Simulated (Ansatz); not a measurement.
Run this with Ansatz 0.2.0 through its Python package and show what comes out.

Script `transition_lu.py`:
```python
import warnings

import ansatz as az
import numpy as np

MAX_SCF = 100
FUNCTIONAL = "pbesol"
KSPACING = 0.3
OCCUPATIONS = "cold"
WIDTH_EV = 0.1


def bcc(a_site, a):
    return az.Crystal.bcc(a_site, a=a)


def sc(first, a):
    return (
        az.Lattice.cubic(a)
        .space_group(221)
        .atom(first, (0, 0, 0))
    )


def compute(name, crystal, pressure=0.0):
    calc = (
        crystal.calculation()
        .pseudopotentials("nc")
        .scf(max_iterations=MAX_SCF, self_checks="low")
        .functional(FUNCTIONAL)
        .kpoints(spacing=KSPACING)
        .occupations(OCCUPATIONS, width=WIDTH_EV)
    )
    calc = calc.relax(force_tolerance=0.02, max_steps=60, cell=True, pressure=pressure)
    return calc.run(threads=1)


def volume_per_atom(outcome):
    return abs(np.linalg.det(outcome.lattice.cell_ang)) / len(outcome.lattice.sites)

warnings.simplefilter("ignore", az.DeckWarning)

phases = {}
phases["bcc"] = bcc("Lu", 3.89)
phases["sc"] = sc("Lu", 3.19)

pressures = [0, 15, 30, 45]
enthalpy, volume = {name: [] for name in phases}, {name: [] for name in phases}
for p in pressures:
    for name, crystal in phases.items():
        o = compute(name, crystal, pressure=p)
        volume[name].append(volume_per_atom(o))
        enthalpy[name].append(o.report["energy_sigma0_ev"] / len(o.lattice.sites) + p * volume[name][-1] / 160.21766)
gap = np.array(enthalpy["sc"]) - np.array(enthalpy["bcc"])
rows = [(p, va, vb, 1000 * d) for p, va, vb, d in zip(pressures, volume["bcc"], volume["sc"], gap)]
print("   P (GPa)  V bcc (A^3/atom)  V sc (A^3/atom)  H(sc) - H(bcc) (meV/atom)")
for row in rows:
    print(f"{row[0]:10d}  {row[1]:16.3f}  {row[2]:15.3f}  {row[3]:+25.1f}")
crossings = [p0 - g0 * (p1 - p0) / (g1 - g0) for p0, p1, g0, g1 in zip(pressures, pressures[1:], gap, gap[1:]) if g0 * g1 < 0]
print("crossing near", [round(float(p), 1) for p in crossings], "GPa") if crossings else print("no crossing in this range")
```

Output of `python transition_lu.py`:
```text
   P (GPa)  V bcc (A^3/atom)  V sc (A^3/atom)  H(sc) - H(bcc) (meV/atom)
         0            27.807           31.114                     +718.7
        15            22.242           22.949                     +881.2
        30            19.336           19.403                     +911.8
        45            17.207           17.548                     +933.7
no crossing in this range
```

What to keep in mind:
- The settings weren't tested for convergence.
- At a fixed pressure a relaxation lowers the enthalpy F + PV, while F alone can rise.
- For the metals among these phases the mesh is modest: differences between phases can be off by up to 40 meV an atom.
- Only these two structures are compared, at zero temperature and with their symmetry kept; either may be hypothetical, and another phase may be lower than both. Differences under about 40 meV an atom lie within the error of mesh and functional.
- The cells are prototypes set up for this calculation and needn't exist.
- Timing: 2.1 min on 1 thread of Arm Neoverse V2, with other jobs on the host, peak memory 0.47 GiB.
